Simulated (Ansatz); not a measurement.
LiMg, space group Pmma, a band structure

With Ansatz 0.2.0, Python API.

Contents of `POSCAR`:
```text
LiMg
1.0
   4.91262500    0.00000000    0.00000000
   0.00000000    3.34024900    0.00000000
   0.00000000    0.00000000    4.93395900
Li Mg
2 2
Direct
   0.75000000    0.00000000    0.25711700
   0.25000000    0.00000000    0.74288300
   0.25000000    0.50000000    0.24387300
   0.75000000    0.50000000    0.75612700
```

The cells in order, each with its output:

**Cell 1**
```python
import ansatz
from ase.io import read
import numpy as np
import pandas as pd
```

**Cell 2**
```python
FUNCTIONAL = "lda"
KGRID = (5, 6, 4)
OCCUPATIONS = "fermi_dirac"
SIGMA = 0.15
N_EMPTY = 6
```

**Cell 3**
```python
atoms = read("POSCAR", format="vasp")
limg = ansatz.Crystal.from_ase(atoms)
```

**Cell 4**
```python
limg.resolved().tree()["lattice"]
```
Output:
```text
((4.912625, 0.0, 0.0), (0.0, 3.340249, 0.0), (0.0, 0.0, 4.933959))
```

**Cell 5**
```python
# vertices of the path, as fractions of the reciprocal vectors
path = [
    ("G", (0.0, 0.0, 0.0)),
    ("X", (0.5, 0.0, 0.0)),
    ("S", (0.5, 0.5, 0.0)),
    ("Y", (0.0, 0.5, 0.0)),
    ("G", (0.0, 0.0, 0.0)),
    ("Z", (0.0, 0.0, 0.5)),
    ("U", (0.5, 0.0, 0.5)),
]
setup = (
    limg.calculation()
    .functional(FUNCTIONAL)
    .kpoints(*KGRID, center="gamma")
    .occupations(OCCUPATIONS, width=SIGMA)
    .band_structure([point for _, point in path], intervals=8)
    .scf(extra_bands=N_EMPTY)
    .forces()
)
def show(event):
    row = event["data"]
    if event["event"] == "scf_iter" and row.get("harris_foulkes_ev") is not None:
        print(f"  iteration {row['iter']:3d}  Harris-Foulkes {row['harris_foulkes_ev']:.5f} eV  residual {row['dr2_ev']:.2e}")
```

**Cell 6**
```python
done = setup.session().plan().execute(on_event=show)
report = done.report

report["n_kpoints"], report["n_symmetry_ops"], report["n_pw"]
```
Output:
```text
DeckWarning: basis.ecutwfc = 420 eV, auto-derived from the records' recommended cutoffs: set by Li (normal level)
  iteration   1  Harris-Foulkes -4206.81882 eV  residual 9.59e-03
  iteration   2  Harris-Foulkes -4206.80324 eV  residual 2.48e-03
  iteration   3  Harris-Foulkes -4206.80088 eV  residual 4.12e-04
  iteration   4  Harris-Foulkes -4206.80075 eV  residual 4.76e-05
  iteration   5  Harris-Foulkes -4206.80072 eV  residual 5.37e-07
  iteration   6  Harris-Foulkes -4206.80072 eV  residual 2.25e-08
(36, 8, 1591)
```

**Cell 7**
```python
print("%-22s %14.5f eV" % ("F = E - TS", report["free_energy_ev"]))
print("%-22s %14.5f eV" % ("E", report["internal_energy_ev"]))
print("%-22s %14.5f eV" % ("Harris-Foulkes", report["harris_foulkes_ev"]))
print("%-22s %14.5f eV" % ("Fermi level", report["fermi_energy_ev"]))
```
Output:
```text
F = E - TS                -4206.80072 eV
E                         -4206.66883 eV
Harris-Foulkes            -4206.80072 eV
Fermi level                   3.57838 eV
```

**Cell 8**
```python
# forces in eV per angstrom
table = pd.DataFrame(report["forces_ev_ang"], columns=["fx", "fy", "fz"])
table.insert(0, "atom", [site["symbol"] for site in report["lattice"]["sites"]])
table.round(4)
```
Output:
```text
  atom   fx   fy      fz
0   Li  0.0  0.0 -0.0129
1   Li  0.0  0.0  0.0129
2   Mg  0.0  0.0  0.0055
3   Mg  0.0  0.0 -0.0055
```

**Cell 9**
```python
bands = done.band_structure()
fermi = bands.fermi_energy_ev
print(f"zero of the bands: {fermi:.3f} eV, the Fermi level found on the SCF mesh")
for spin, channel in enumerate(bands.channels):
    levels = channel.eigenvalues_ev - fermi
    crossing = [b for b in range(levels.shape[1]) if levels[:, b].min() < 0 < levels[:, b].max()]
    print(f"channel {spin}: bands that cross the Fermi level on this path:", [b + 1 for b in crossing] or "none")
    shown = crossing or sorted(np.argsort(np.abs(levels).min(axis=0))[:2])
    for k, row in zip(bands.kpoints_frac, levels[:, shown]):
        print(f"{k[0]:7.3f} {k[1]:7.3f} {k[2]:7.3f}  ", " ".join(f"{e:8.3f}" for e in row))
```
Output:
```text
zero of the bands: 3.578 eV, the Fermi level found on the SCF mesh
channel 0: bands that cross the Fermi level on this path: [12, 13, 14]
  0.000   0.000   0.000     -0.744   -0.709   -0.073
  0.062   0.000   0.000     -1.037   -0.721    0.223
  0.125   0.000   0.000     -1.555   -0.653    0.630
  0.188   0.000   0.000     -2.077   -0.539    0.956
  0.250   0.000   0.000     -2.578   -0.379    1.209
  0.312   0.000   0.000     -3.046   -0.174    1.427
  0.375   0.000   0.000     -3.478    0.076    1.487
  0.438   0.000   0.000     -3.872    0.371    1.094
  0.500   0.000   0.000     -4.226    0.712    0.712
  0.500   0.062   0.000     -4.179    0.761    0.761
  0.500   0.125   0.000     -4.037    0.909    0.909
  0.500   0.187   0.000     -3.802    1.157    1.157
  0.500   0.250   0.000     -3.475    1.500    1.500
  0.500   0.312   0.000     -3.061    1.107    1.107
  0.500   0.375   0.000     -2.568    0.347    0.347
  0.500   0.438   0.000     -2.023   -0.388   -0.388
  0.500   0.500   0.000     -1.649   -0.831   -0.831
  0.438   0.500   0.000     -1.249   -1.077   -0.550
  0.375   0.500   0.000     -1.289   -0.806   -0.234
  0.312   0.500   0.000     -1.468   -0.323    0.116
  0.250   0.500   0.000     -1.614    0.198    0.501
  0.188   0.500   0.000     -1.726    0.749    0.919
  0.125   0.500   0.000     -1.806    1.320    1.369
  0.062   0.500   0.000     -1.854    1.848    1.877
  0.000   0.500   0.000     -1.870    2.247    2.272
  0.000   0.438   0.000     -1.496    1.674    1.707
  0.000   0.375   0.000     -0.742    1.037    1.071
  0.000   0.312   0.000      0.160    0.494    0.528
  0.000   0.250   0.000      0.048    0.082    0.735
  0.000   0.188   0.000     -0.298   -0.264    0.386
  0.000   0.125   0.000     -0.546   -0.511    0.132
  0.000   0.062   0.000     -0.694   -0.660   -0.022
  0.000   0.000   0.000     -0.744   -0.709   -0.073
  0.000   0.000   0.062     -1.066   -0.687    0.224
  0.000   0.000   0.125     -1.581   -0.619    0.648
  0.000   0.000   0.188     -2.101   -0.506    0.992
  0.000   0.000   0.250     -2.598   -0.347    1.258
  0.000   0.000   0.312     -3.063   -0.144    1.489
  0.000   0.000   0.375     -3.492    0.105    1.549
  0.000   0.000   0.438     -3.881    0.399    1.121
  0.000   0.000   0.500     -4.191    0.732    0.743
  0.062   0.000   0.500     -4.173    0.495    0.516
  0.125   0.000   0.500     -4.119    0.031    0.063
  0.188   0.000   0.500     -4.032   -0.463   -0.423
  0.250   0.000   0.500     -3.915   -0.931   -0.886
  0.312   0.000   0.500     -3.776   -1.351   -1.305
  0.375   0.000   0.500     -3.631   -1.700   -1.658
  0.438   0.000   0.500     -3.514   -1.942   -1.914
  0.500   0.000   0.500     -3.478   -2.022   -2.022
```

Reading the output:
- Absolute energies stand on the zero of these potentials, so only differences at equal settings mean something. A total without «per atom» is that of the cell as typed.
- The computed bands are complete only to about 4.3 eV above the Fermi level.
- The mesh is modest for a metal, so energies can be off by several to tens of meV an atom and pressures by half a GPa or more; differences at equal mesh fare better.
- An absolute Fermi energy rests on an arbitrary zero of the periodic potential and has no direct meaning.
- A Fermi-Dirac width this large means warm electrons, whose thermal share enters the free energy.
- The structure comes from a database of computed cells and needn't be a stable or known phase.
- Levels are Kohn-Sham eigenvalues on this mesh.
- Warnings are shown shortened and without file and line.
- Wall time of the script: 4.8 s on 1 thread of Arm Neoverse V2 (shared host), peak memory 0.47 GiB.

(Lines on the test bed's own set-up are left out of the output.)
